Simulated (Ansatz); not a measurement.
Task: a comparison of norm-conserving and PAW potentials of Ta3Os, space group Fm-3m, with Ansatz 0.2.0 through its Python package. Give the script and its output. Level of theory (first run): PBEsol, PAW, the default cutoff (420 eV here), 8×8×8 k-points, Fermi-Dirac smearing of 0.1 eV.

```yaml
crystal:
  lattice:
    - [0.00000, 3.22282, 3.22282]
    - [3.22282, 0.00000, 3.22282]
    - [3.22282, 3.22282, 0.00000]
  atoms:
    - { symbol: Ta, position: [0.25000, 0.25000, 0.25000] }
    - { symbol: Ta, position: [0.75000, 0.75000, 0.75000] }
    - { symbol: Ta, position: [0.50000, 0.50000, 0.50000] }
    - { symbol: Os, position: [0.00000, 0.00000, 0.00000] }
```

`nc_paw_ta3os.py`
```python
"""Norm-conserving against PAW potentials for Ta3Os."""

import ansatz as az
from ase import Atoms
import numpy as np

FUNCTIONAL = "pbesol"
MESH = (8, 8, 8)
SCF_TOL = 1e-07


def count_gap(report):
    # lowest empty less highest filled band, counting bands; zero where they overlap
    return max(report.get("gap_by_band_count_ev") or 0.0, 0.0)


def main() -> None:
    atoms = Atoms(
        ["Ta", "Ta", "Ta", "Os"],
        scaled_positions=[
            (0.25, 0.25, 0.25),
            (0.75, 0.75, 0.75),
            (0.5, 0.5, 0.5),
            (0.0, 0.0, 0.0),
        ],
        cell=[
            (0.0, 3.222818, 3.222818),
            (3.222818, 0.0, 3.222818),
            (3.222818, 3.222818, 0.0),
        ],
        pbc=True,
    )
    crystal = az.Crystal.from_ase(atoms)

    model = crystal.calculation()
    model = model.functional(FUNCTIONAL).mixing("broyden", preconditioner="kerker")
    model = model.kpoints(*MESH, center="monkhorst-pack")
    model = model.occupations(az.OccupationsMethod.FERMI_DIRAC)
    model = model.scf(tolerance=SCF_TOL, lower_state_search="off").stress()
    model = model.forces()
    model = model.band_table()
    variants = {
        "PAW": model.pseudopotentials("paw"),
        "norm-conserving": model.pseudopotentials("nc"),
    }
    # totals differ by the cores that each treatment holds, so compare what does not depend on them
    rows = []
    for label, variant in variants.items():
        summary = variant.run(threads=1, backend="cpu").report
        levels = np.array(summary["eigenvalues_ev"][0]) - summary["fermi_energy_ev"]
        print(label, "levels at the first k-point near E_F:", np.round(levels[np.abs(levels) < 5], 3))
        rows.append((label, summary["n_electrons"], np.trace(summary["stress_gpa"]) / 3, count_gap(summary)))
    lines = [",".join(["treatment", "electrons in bands", "P GPa", "gap by band count eV"])] + [",".join(f"{v:.4f}" if isinstance(v, float) else str(v) for v in row) for row in rows]
    print("\n".join(lines))
    with open("nc_paw.csv", "w") as handle:
        handle.write("\n".join(lines) + "\n")


if __name__ == "__main__":
    main()
```

```console
$ python nc_paw_ta3os.py
DeckWarning: basis.ecutwfc = 420 eV, auto-derived from the records' recommended cutoffs: set by Ta (normal level)
DeckWarning: crystal.symmetry: narrowed to the stabiliser of the k-point mesh — unitary ops 48 → 12; excluded 36 operations that carry a point of the 8×8×8 mesh (shift [0.5, 0.5, 0.5]) off the mesh [...]
DeckWarning: output.stress: scf.convergence.dr2_threshold = 1e-7 eV (the SCF's general default) is looser than the 4e-10 eV advised for a printed stress (1e-10 eV for each atom of the cell: 4). What [...]
PAW levels at the first k-point near E_F: [-4.99  -4.99  -2.988 -2.891 -2.891 -2.002 -1.976 -1.976 -0.212 -0.212
 -0.133  1.477  1.477  4.464  4.464  4.912]
DeckWarning: basis.ecutwfc = 1006.821291 eV, auto-derived from the records' recommended cutoffs: set by Os (normal level)
norm-conserving levels at the first k-point near E_F: [-4.98  -4.98  -2.981 -2.884 -2.884 -1.999 -1.973 -1.973 -0.209 -0.209
 -0.13   1.478  1.478  4.468  4.468  4.916]
treatment,electrons in bands,P GPa,gap by band count eV
PAW,55.0000,-4.8043,0.0000
norm-conserving,55.0000,-4.7758,0.0000
```
(Warnings from the package without file and line, shortened.)

PAW gives -4.804 GPa and norm-conserving -4.776 GPa, 0.028 GPa apart. They took 4.6 and 17.9 s of processor time.

What to keep in mind:
- The settings weren't tested for convergence.
- No spin polarisation was allowed.
- The computed bands are complete only to about 2.7 eV above the Fermi level.
- For a metal this k-point mesh is coarse: on a finer one energies can move by several to tens of meV an atom and pressures by half a GPa or more, differences at one mesh by less.
- A gap by band count of zero or less means overlapping bands, a metal, and at an odd count of electrons it is no gap at all.
- The structure comes from a database of computed cells and needn't be a stable or known phase.
- Levels are Kohn-Sham eigenvalues on this mesh, without spin-orbit coupling.
- Stress is positive in compression.
- It ran for 23 s on 1 thread of Intel(R) Xeon(R) Platinum 8488C (Sapphire Rapids), with other jobs on the host, peak memory 0.67 GiB.

(A comment or docstring line of the script was reworded after the run, the code is as it ran; lines on the test bed's own set-up are left out of the output.)
